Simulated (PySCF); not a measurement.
# C2H7AlBBr: the cost of one run

Computed with PySCF 2.14.0 and routines of our own; the level stands in each step. Atoms count from 0.

### Step 1. The starting structure

12 atoms, charge 0, multiplicity 1; geometry from: GFN2-xTB.

### Step 2. Optimising the geometry at PBE0-D3(BJ)/def2-SVP

Job settings and geometry (Å):

```
{"job": {"xc": "PBE0", "basis": "def2-SVP", "d3": "d3bj", "grid": 1, "kind": "geom"}, "charge": 0, "multiplicity": 1}
C     -1.904778     0.814246    -0.160314
Al    -0.514866    -0.566508     0.119476
C      1.161829    -0.147721     1.310662
B      2.031404    -0.551572     0.157467
Br     1.361021     0.107366    -1.558296
H     -1.549919     1.846455    -0.041050
H     -2.739333     0.689683     0.538365
H     -2.343870     0.758867    -1.163353
H     -0.660847    -2.050207    -0.284582
H      1.413235    -0.475354     2.316798
H      0.852408     0.911123     1.346756
H      2.894915    -1.337063     0.112691
```

Command:

```console
OMP_NUM_THREADS=1 python excited_run.py task.json out
```

One launch serves the whole session: the jobs run in the order shown.

**Question.** How long does this first job take on 1 thread of Arm Neoverse N1, shared host, and how much memory does it need?

About 57 s, with a peak of 0.59 GiB.
